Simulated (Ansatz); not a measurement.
# C₉H₂₀: basis-set convergence

One table from this session's results is given with a row withheld; the runs are named, their logs left out.

Method: one geometry, several basis sets; program: Ansatz 0.2.0, Gaussian basis.

Plan: PBE0-D4/def2-SVP; ωB97M-V/def2-SVP; PBE0-D4/def2-QZVPP; ωB97M-V/def2-QZVPP; the functionals' def2-TZVPP values are taken from earlier runs.

## Structure used throughout

An earlier PBE0-D4 in a triple-zeta def2 set relaxation fixed the geometry.

SMILES `CCC(C(C)C)C(C)C`, 29 atoms, charge 0, spin multiplicity 1.

Atoms are counted from 1 here; the program's logs count them from 0.

Bond lengths: C1–C2 1.520 Å, C1–H10 1.094 Å, C1–H11 1.093 Å, C1–H12 1.093 Å, C2–C3 1.541 Å, C2–H13 1.093 Å, C2–H14 1.095 Å, C3–C4 1.538 Å, C3–C7 1.539 Å, C3–H15 1.101 Å, C4–C5 1.523 Å, C4–C6 1.524 Å, C4–H16 1.098 Å, C5–H17 1.091 Å, C5–H18 1.093 Å, C5–H19 1.095 Å, C6–H20 1.095 Å, C6–H21 1.093 Å and more. Angles: C2–C1–H10 110.8°, C2–C1–H11 111.6°, C2–C1–H12 111.4°, H10–C1–H11 107.7°, H10–C1–H12 107.3°, H11–C1–H12 107.8°, C1–C2–C3 113.8°, C1–C2–H13 108.5°, C1–C2–H14 109.5°, C3–C2–H13 110.0°, C3–C2–H14 109.7°, H13–C2–H14 105.0°, C2–C3–C4 111.3°, C2–C3–C7 112.3°, C2–C3–H15 107.5°, C4–C3–C7 113.5°, C4–C3–H15 106.0°, C7–C3–H15 105.6° and more.

The first run:

in.yaml

```yaml
crystal:
  periodic: [false, false, false]
  atoms:
    - {symbol: C, position_ang: [1.272124, -0.137619, -2.364313]}
    - {symbol: C, position_ang: [0.352938, -0.736896, -1.312476]}
    - {symbol: C, position_ang: [0.150548, 0.162728, -0.077213]}
    - {symbol: C, position_ang: [-1.286268, 0.708713, -0.011962]}
    - {symbol: C, position_ang: [-1.561701, 1.524385, 1.244399]}
    - {symbol: C, position_ang: [-1.602559, 1.556614, -1.238536]}
    - {symbol: C, position_ang: [0.608994, -0.518635, 1.224316]}
    - {symbol: C, position_ang: [2.093808, -0.856362, 1.185445]}
    - {symbol: C, position_ang: [-0.217328, -1.745817, 1.584395]}
    - {symbol: H, position_ang: [2.269668, 0.040119, -1.952952]}
    - {symbol: H, position_ang: [1.381277, -0.799318, -3.227559]}
    - {symbol: H, position_ang: [0.892893, 0.822169, -2.724718]}
    - {symbol: H, position_ang: [0.760053, -1.704632, -1.007330]}
    - {symbol: H, position_ang: [-0.617533, -0.966422, -1.764090]}
    - {symbol: H, position_ang: [0.803200, 1.040751, -0.197337]}
    - {symbol: H, position_ang: [-1.969988, -0.150892, -0.016248]}
    - {symbol: H, position_ang: [-1.519874, 0.923538, 2.154384]}
    - {symbol: H, position_ang: [-2.555958, 1.975950, 1.195990]}
    - {symbol: H, position_ang: [-0.835958, 2.338284, 1.346428]}
    - {symbol: H, position_ang: [-0.956529, 2.440195, -1.270634]}
    - {symbol: H, position_ang: [-2.638121, 1.905196, -1.213422]}
    - {symbol: H, position_ang: [-1.462605, 1.008320, -2.171957]}
    - {symbol: H, position_ang: [0.480099, 0.213248, 2.028845]}
    - {symbol: H, position_ang: [2.321964, -1.614712, 0.431269]}
    - {symbol: H, position_ang: [2.426275, -1.249224, 2.149856]}
    - {symbol: H, position_ang: [2.694791, 0.028835, 0.959499]}
    - {symbol: H, position_ang: [-0.136449, -2.522776, 0.818819]}
    - {symbol: H, position_ang: [-1.276685, -1.505848, 1.701177]}
    - {symbol: H, position_ang: [0.128945, -2.179901, 2.525916]}
basis:
  gaussian: {orbitals: def2-SVP}
hamiltonian: {xc: pbe0, dispersion: d4}
output: {orbitals: {seedname: orbitals}}
```

Started as:

```bash
$ ansatz run in.yaml --threads 5 --pin off --events-out ev --progress --plain --max-ram 66560MiB --backend cpu
```

Among the steps run: PBE0-D4 in def2-SVP; ωB97M-V in def2-SVP; PBE0-D4 in def2-QZVPP; ωB97M-V in def2-QZVPP.

One table of the session follows, with a row left open; its other results are not shown here.

It belongs to the step «Functionals by basis». 

```
functional       basis  HOMO (eV)  LUMO (eV)
   PBE0-D4    def2-SVP      -8.26       1.71
   PBE0-D4  def2-TZVPP      -8.26       1.13
   PBE0-D4  def2-QZVPP      -8.27       0.67
   ωB97M-V    def2-SVP          ?          ?
   ωB97M-V  def2-TZVPP     -10.53       2.54
   ωB97M-V  def2-QZVPP     -10.54       1.75
```

Q: Estimate the row for ωB97M-V, def2-SVP from the others.

The run gave: HOMO (eV): -10.52; LUMO (eV): 3.35. In the column «HOMO (eV)» it lies between ωB97M-V, def2-TZVPP (-10.53) and PBE0-D4, def2-QZVPP (-8.27).
